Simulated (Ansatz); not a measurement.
A nudged elastic band was laid between two geometries of a periodic cell of 21 atoms, HC19O (surface graphene monolayer, adsorbate HCO).

Theory: DFT PBE-D3(BJ), scalar-relativistic, plane waves, PAW in Ansatz. Settings: cutoff 420 eV, k mesh 2x2x1, gaussian smearing 0.02 eV, spin collinear.

```yaml
movable_images: 5
climbing_image: yes
spring: 5.0 eV/Å²
optimiser: quadratic models (default)
start_path: straight line
force_threshold: 0.05 eV/Å
iteration_limit: 17
end_points: relaxed
```

Initial state:

```xyz
21
Lattice="7.3980 0.0000 0.0000 -3.6990 6.4069 0.0000 0.0000 0.0000 13.0000" Properties=species:S:1:pos:R:3
C -0.016 0.040 0.941
C 1.226 0.749 0.959
C -1.245 2.172 0.941
C -0.009 2.885 0.953
C -2.473 4.310 1.153
C -1.215 5.032 0.963
C 2.468 0.040 0.943
C 3.697 0.750 0.916
C 1.226 2.173 0.957
C 2.461 2.886 0.954
C -0.001 4.309 0.940
C 1.226 5.023 0.914
C 4.925 0.036 0.908
C 6.153 0.750 0.915
C 3.697 2.172 0.942
C 4.925 2.865 0.964
C 2.452 4.309 0.939
C 3.667 5.032 0.962
C -2.492 4.591 2.888
H -2.467 5.688 3.049
O -2.522 3.718 3.688
```

Final state:

Only the atoms that move by more than 0.05 Å are listed.
```
C5 -2.480 4.309 0.939
C6 -1.265 5.032 0.962
C11 -0.007 4.310 1.153
C12 1.251 5.032 0.963
C18 3.692 5.023 0.914
C19 -0.026 4.591 2.888
H20 -0.001 5.688 3.049
O21 -0.056 3.718 3.688
```

Problem. Which bonds break or form, and what moves?

Solution. The atom that moves furthest is H20, by 2.47 Å.

Problem. Give the energies along the band, and the barrier.

Solution. It converged. The highest image is number 3 of 0 to 6, 0.219 eV above the ends, which have the same energy within 2 meV. The order of the stationary point at the top wasn't checked. Limits of this set-up: coarse k mesh, slab without dipole correction.

| image | path coordinate (Å) | energy (eV) |
| --- | --- | --- |
| 0 | 0.00 | 0.000 |
| 1 | 0.95 | 0.040 |
| 2 | 1.91 | 0.051 |
| 3 | 2.86 | 0.219 |
| 4 | 3.78 | 0.059 |
| 5 | 4.70 | 0.049 |
| 6 | 5.61 | 0.000 |

Problem. What is the geometry of the highest image?

Solution. 
```xyz
21
Lattice="7.3980 0.0000 0.0000 -3.6990 6.4069 0.0000 0.0000 0.0000 13.0000" Properties=species:S:1:pos:R:3
C -0.009 0.004 0.941
C 1.228 0.718 0.926
C -1.243 2.142 0.939
C -0.002 2.851 0.926
C -2.502 4.260 0.959
C -1.243 4.982 1.185
C 2.456 0.024 0.949
C 3.684 0.718 0.926
C 1.227 2.140 0.899
C 2.456 2.853 0.893
C 0.016 4.260 0.959
C 1.228 4.985 0.931
C 4.921 0.004 0.942
C 6.155 0.718 0.939
C 3.685 2.140 0.899
C 4.914 2.851 0.926
C 2.456 4.272 0.899
C 3.684 4.985 0.931
C -1.243 4.871 2.929
H -1.243 5.897 3.348
O -1.243 3.858 3.545
```

The band took 15 iterations and of the order of 10 core-minutes.

Run time: 6.1 min on 2 threads of Arm Neoverse V2 (shared host), peak memory 1.8 GiB.
